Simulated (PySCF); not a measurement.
# RuOCl₂: quintet, from a T-shaped (ligand arrangement 1) start

The task is one start of a wider search on RuOCl₂: the quintet, from a T-shaped (ligand arrangement 1) start. It is relaxed, tested by its Hessian and followed downhill if it is a saddle.

The runs use PySCF 2.14.0; PBE0, basis Ru def2-TZVP with ECP28, O def2-TZVP, Cl def2-TZVP, scalar-relativistic core potentials, no spin–orbit coupling, density fitting.

### Step 1. The starting structure

4 atoms, charge 0, spin multiplicity 5.

Bond lengths: Ru1–O2 1.710 Å, Ru1–Cl3 2.240 Å, Ru1–Cl4 2.240 Å. Angles: O2–Ru1–Cl3 88.0°, O2–Ru1–Cl4 176.0°, Cl3–Ru1–Cl4 88.0°.

```xyz
4
charge 0 multiplicity 5
Ru    0.0000    0.0000    0.0000
O    -1.7090    0.0000    0.0597
Cl    0.0000    0.0000    2.2400
Cl    2.2386    0.0000    0.0782
```

### Step 2. Finding the electronic state

The steps below are one call of a driver around PySCF. For each, scf.py gives the equivalent set-up of the SCF; relaxations use the driver's own optimiser. After this first run the driver tries any further starts and a stability analysis.

scf.py reads:

```python
from pyscf import gto, scf, dft
mol = gto.M(atom='''
Ru     0.000000     0.000000     0.000000
O     -1.709000     0.000000     0.059700
Cl     0.000000     0.000000     2.240000
Cl     2.238600     0.000000     0.078200''',
    basis={'Ru': 'def2-TZVP', 'O': 'def2-TZVP', 'Cl': 'def2-TZVP'},
    ecp={'Ru': 'def2-TZVP'},
    charge=0, spin=4)
mf = dft.UKS(mol, xc='PBE0')
mf.grids.atom_grid = (50, 194)
aux = {'Ru': 'def2-universal-JKFIT', 'O': 'def2-universal-JKFIT', 'Cl': 'def2-universal-JKFIT'}
mf = mf.density_fit(auxbasis=aux)
mf.conv_tol = 1e-08
mf.diis_space = 10
mf.max_cycle = 60
mf.init_guess = 'minao'
mf.verbose = 4
mf.kernel()
```

Command:

```bash
$ OMP_NUM_THREADS=4 python axn.py task.json out
```

What it wrote:

```text
init E= -1082.35704003048
[... the frontier-level lines of each cycle are left out ...]
cycle= 1 E= -1089.00387727683  delta_E= -6.65  |g|= 1.53  |ddm|= 3.33
cycle= 2 E= -1070.48743731109  delta_E= 18.5  |g|= 4.93  |ddm|= 9.49
cycle= 3 E= -1089.59865082446  delta_E= -19.1  |g|= 1.16  |ddm|= 9.34
cycle= 4 E= -1087.68502071422  delta_E= 1.91  |g|= 2.26  |ddm|= 1.65
cycle= 5 E= -1090.1480998301  delta_E= -2.46  |g|= 0.23  |ddm|= 1.33
cycle= 6 E= -1090.17176106371  delta_E= -0.0237  |g|=  0.1  |ddm|= 0.24
cycle= 7 E= -1090.17657808331  delta_E= -0.00482  |g|= 0.0328  |ddm|= 0.104
cycle= 8 E= -1090.17737601019  delta_E= -0.000798  |g|= 0.0158  |ddm|= 0.0509
cycle= 9 E= -1090.17762346775  delta_E= -0.000247  |g|= 0.00536  |ddm|= 0.0238
cycle= 10 E= -1090.17770740892  delta_E= -8.39e-05  |g|= 0.00432  |ddm|= 0.0182
cycle= 11 E= -1090.17773823091  delta_E= -3.08e-05  |g|= 0.00303  |ddm|= 0.0123
cycle= 12 E= -1090.17774764791  delta_E= -9.42e-06  |g|= 0.0011  |ddm|= 0.00643
cycle= 13 E= -1090.17774989214  delta_E= -2.24e-06  |g|= 0.000395  |ddm|= 0.00384
cycle= 14 E= -1090.17775024947  delta_E= -3.57e-07  |g|= 0.000207  |ddm|= 0.00117
cycle= 15 E= -1090.17775046699  delta_E= -2.18e-07  |g|= 9.46e-05  |ddm|= 0.00147
cycle= 16 E= -1090.17775049013  delta_E= -2.31e-08  |g|= 3.21e-05  |ddm|= 0.000542
cycle= 17 E= -1090.17775049102  delta_E= -8.9e-10  |g|= 1.39e-05  |ddm|= 4.77e-05
Extra cycle  E= -1090.17775049114  delta_E= -1.18e-10  |g|= 1.93e-05  |ddm|= 3.16e-05
converged SCF energy = -1090.17775049114  <S^2> = 6.0234599  2S+1 = 5.0093752
```

This step, with its further starts and checks, needed 27 s of wall time on 4 threads of Arm Neoverse V1, shared host.

The starts that the driver tried:

```csv
start,energy (Eh)
the minimal-basis guess,-1090.177750
a thermally smeared density,-1090.177750
a smeared PBE density,-1090.177750
```

No lower solution of this spin turned up from the other starts or in the test of internal stability.

### Step 3. Relaxation: T-shaped (ligand arrangement 1) start, quintet

The program finds Cs symmetry in the start, which this walk keeps. The walk stops when the largest gradient is under 0.0003 Eh/bohr and the energy has settled too.

Changes to scf.py since step 2:

```diff
@@ -3,4 +3,4 @@
-Ru     0.000000     0.000000     0.000000
-O     -1.709000     0.000000     0.059700
-Cl     0.000000     0.000000     2.240000
-Cl     2.238600     0.000000     0.078200''',
+Ru    -0.271224     0.000000    -0.436654
+O     -1.980224     0.000000    -0.376954
+Cl    -0.271224     0.000000     1.803346
+Cl     1.967376     0.000000    -0.358454''',
@@ -17 +16,0 @@
-mf.init_guess = 'minao'
```

Energy and gradient, step by step:

```csv
step,energy (Eh),change (kJ/mol),largest symmetric gradient (Eh/bohr)
0,-1090.177750,0.00,0.04543
1,-1090.187842,-26.50,0.02834
2,-1090.195174,-45.75,0.02921
3,-1090.198273,-53.88,0.02078
4,-1090.201951,-63.54,0.01081
5,-1090.203204,-66.83,0.00756
6,-1090.204463,-70.13,0.00531
7,-1090.211498,-88.60,0.01513
8,-1090.213528,-93.93,0.01387
9,-1090.216163,-100.85,0.01714
10,-1090.217137,-103.41,0.00346
11,-1090.217185,-103.53,0.00357
12,-1090.217225,-103.64,0.00473
13,-1090.217276,-103.77,0.00376
14,-1090.217324,-103.90,0.00087
15,-1090.217326,-103.91,0.00012
```

The walk took 77 s.

Geometry (Å) and forces (eV/Å) at some steps:

```
step 0
Ru  -0.271   0.000  -0.437   0.033   0.000   2.336
O   -1.980   0.000  -0.377  -1.226   0.000  -1.058
Cl  -0.271   0.000   1.803   0.040   0.000  -0.519
Cl   1.967   0.000  -0.358   1.153   0.000  -0.759
step 1
Ru  -0.275   0.000  -0.359  -0.587   0.000   1.457
O   -2.017   0.000  -0.437   0.458   0.000  -0.770
Cl  -0.275   0.000   1.835  -0.018   0.000  -0.067
Cl   2.012   0.000  -0.408   0.148   0.000  -0.621
step 8
Ru  -0.077   0.000   0.161   0.483   0.000   0.558
O   -1.532   0.000  -0.727   0.192   0.000  -0.011
Cl  -0.751   0.000   2.332   0.026   0.000  -0.714
Cl   1.804   0.000  -1.135  -0.701   0.000   0.167
step 15
Ru   0.001   0.000   0.257  -0.005   0.000   0.005
O   -1.386   0.000  -0.730  -0.001   0.000   0.004
Cl  -0.844   0.000   2.326   0.009   0.000  -0.005
Cl   1.674   0.000  -1.223  -0.003   0.000  -0.005
```

It settles in C2v symmetry, 103.9 kJ/mol below the start, after 15 steps: Ru–Cl 2.234 Å (×2), Ru–O 1.702 Å; Cl–Ru–Cl 153.7°, Cl–Ru–O 103.2° (×2).

### Step 4. Frequencies

The point is checked on the finer grid, and tightened if its gradient asks for it. The Hessian and the dipole derivatives come from central differences of analytic gradients, with steps of 0.02 bohr.

Changes to scf.py since step 3:

```diff
@@ -3,4 +3,4 @@
-Ru    -0.271224     0.000000    -0.436654
-O     -1.980224     0.000000    -0.376954
-Cl    -0.271224     0.000000     1.803346
-Cl     1.967376     0.000000    -0.358454''',
+Ru    -0.036456     0.000000    -0.025891
+O     -1.424088     0.000000    -1.011361
+Cl    -0.881066     0.000000     2.042598
+Cl     1.638265     0.000000    -1.504849''',
@@ -11 +11 @@
-mf.grids.atom_grid = (50, 194)
+mf.grids.atom_grid = (75, 302)
@@ -14 +14 @@
-mf.conv_tol = 1e-08
+mf.conv_tol = 1e-10
```

This SCF starts from the last density.

Log of the central SCF (cycles and frontier levels):

```text
init E= -1090.21722300097
[... the frontier-level lines of each cycle are left out ...]
cycle= 1 E= -1090.21722300089  delta_E= 8.82e-11  |g|= 1.62e-05  |ddm|= 8.98e-06
cycle= 2 E= -1090.21722299945  delta_E= 1.44e-09  |g|= 6.48e-05  |ddm|= 3.53e-05
cycle= 3 E= -1090.21722300098  delta_E= -1.54e-09  |g|= 1.39e-06  |ddm|= 2.84e-05
cycle= 4 E= -1090.21722300098  delta_E= -2.27e-12  |g|= 2.1e-07  |ddm|= 1.09e-06
Extra cycle  E= -1090.21722300098  delta_E= 4.09e-12  |g|= 4.53e-07  |ddm|= 4.6e-07
converged SCF energy = -1090.21722300098  <S^2> = 6.016929  2S+1 = 5.006767
```

The whole step took 94 s.

Geometry: C2v; Ru–Cl 2.234 Å (×2), Ru–O 1.702 Å; Cl–Ru–Cl 153.7°, Cl–Ru–O 103.2° (×2).

Harmonic modes (main isotopes):

```tsv
symmetry	ω (cm⁻¹)	IR (km/mol)	type
b1	69	16.1	bend
a1	120	1.6	bend
b2	183	0.6	bend
a1	369	4.7	stretch
b2	427	143	stretch
a1	940	26.3	stretch
```

Every mode is real; the point is a minimum.

Constants and moments:

```
Dipole moment                                                   : 1.49 D
Highest occupied level                                          : -7.68 eV
Lowest empty level                                              : -5.02 eV
Rotational constants                                            : 0.2631, 0.05093, 0.04267 cm⁻¹
Zero-point energy                                               : 12.6 kJ/mol
Principal polarisabilities                                      : 38.3, 57.3, 103.6 bohr³
Atomisation energy without zero-point energy                    : 1075 kJ/mol
Principal traceless quadrupole moments about the centre of mass : -5.68, -1.25, 6.93 D Å
Entropy at 298.15 K and 1 bar (electronic part: spin only)      : 345.3 J/(mol K)
Heat capacity Cp at 298.15 K                                    : 71.6 J/(mol K)
Enthalpy at 298.15 K above 0 K                                  : 17.14 kJ/mol
Rotational symmetry number                                      : 2
Spin squared ⟨S²⟩                                               : 6.017
```

Populations by atom (charges in e):

```csv
atom,Mulliken,Löwdin,polar tensor,spin (Mulliken),Mayer order to Ru1
Ru1,1.07,0.16,1.45,2.77,–
O2,-0.41,-0.20,-0.37,0.81,1.79
"Cl3,4",-0.33,0.02,-0.54,0.21,1.01
```

Outer orbital energies (eV). α occupied: -10.92, -10.35, -10.19, -9.86, -9.69, -8.92, -8.80, -7.68; empty: -3.45, -0.61, -0.20, 1.30. β occupied: -11.81, -11.80, -10.73, -10.41, -10.33, -9.80, -9.56, -8.97; empty: -5.02, -4.98, -3.80, -3.25.

Mulliken populations on Ru1 (outside its core potential): s 2.38, p 6.32, d 6.21, f 0.02.

### Step 5. Outcome

| quantity | value |
| --- | --- |
| minimum | quintet, C2v |
| geometry | Ru–Cl 2.234 Å (×2), Ru–O 1.702 Å; Cl–Ru–Cl 153.7°, Cl–Ru–O 103.2° (×2) |
| wavenumbers (cm⁻¹) | 69 (b1), 120 (a1), 183 (b2), 369 (a1), 427 (b2), 940 (a1) |
| dipole moment | 1.49 D |
| highest occupied, lowest empty level (either spin) | -7.68, -5.02 eV |
| polar-tensor charge of Ru1 | +1.45 e |
| zero-point energy | 12.6 kJ/mol |
| entropy at 298.15 K | 345.3 J/(mol K) |
| atomisation energy (no zero-point energy) | 1075 kJ/mol |
| ⟨S²⟩ | 6.017 |

**Reading.** From Cs at the start the molecule goes to a C2v minimum. In the infrared the band at 427 cm⁻¹ (b2, stretch) leads. Most of the spin sits on Ru1 (Mulliken spin 2.77, against 4 for the whole molecule). Other starts or spin states, not run here, may lie lower. One determinant may miss the lowest occupation of an open d or f shell.

The search up to here took 3.3 min.
